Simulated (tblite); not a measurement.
# C4H15BN2Si: the cost of one run

Programs: tblite 0.8.0 and PySCF 2.14.0, with density-fitted response routines of our own. Each step states its level of theory. These are calculated values for one molecule in the gas phase, unless marked as measured. Atoms are numbered from 0 throughout.

## 1. The molecule as given

23 atoms, charge 0, multiplicity 1; geometry from: force field or distance geometry start.

Bonds of the start (Å): B0–C1 1.56, C1–N2 1.44, N2–C3 1.43, N2–Si4 1.75, Si4–N5 1.77, N5–C6 1.43, N5–C7 1.43, B0–H8 1.19, B0–H9 1.21, C1–H10 1.11, C1–H11 1.13, C3–H12 1.14, C3–H13 1.10, C3–H14 1.11, Si4–H15 1.49, Si4–H16 1.45, C6–H17 1.12, C6–H18 1.13, C6–H19 1.09, C7–H20 1.11, C7–H21 1.11, C7–H22 1.13.

## 2. Optimising the geometry with GFN2-xTB

The job: settings as JSON, then the geometry in Å.

```
{"job": {"kind": "relax", "xc": "GFN2-xTB", "basis": "xTB"}, "charge": 0, "multiplicity": 1}
B     -3.070400     0.002700    -0.867700
C     -2.191000    -0.933000     0.013700
N     -1.063400    -0.304000     0.656700
C     -1.371600     0.776900     1.535100
Si     0.172500    -0.001600    -0.551700
N      1.769100    -0.146700     0.201100
C      2.473400     1.086600     0.386800
C      2.543700    -1.197900    -0.382500
H     -2.609900     0.777000    -1.638700
H     -4.197200     0.254300    -0.497700
H     -2.816400    -1.511400     0.732400
H     -1.757600    -1.713900    -0.672100
H     -1.696100     0.327300     2.529000
H     -2.195400     1.433800     1.219200
H     -0.499100     1.427000     1.775700
H      0.073700    -1.132000    -1.510700
H      0.013100     1.202500    -1.348600
H      1.966400     1.740900     1.135600
H      3.441700     0.811100     0.906400
H      2.736400     1.610700    -0.535400
H      2.464900    -1.264600    -1.483400
H      3.627700    -1.069600    -0.156500
H      2.180700    -2.148900     0.109100
```

Launch:

```bash
$ OMP_NUM_THREADS=1 python probes_run.py task.json out
```

One launch serves the whole session: the jobs run in the order shown.

**Question.** How long does this first job take on 1 thread of Arm Neoverse V2, shared host, and how much memory does it need?

About 1.9 s, with a peak of 0.18 GiB.
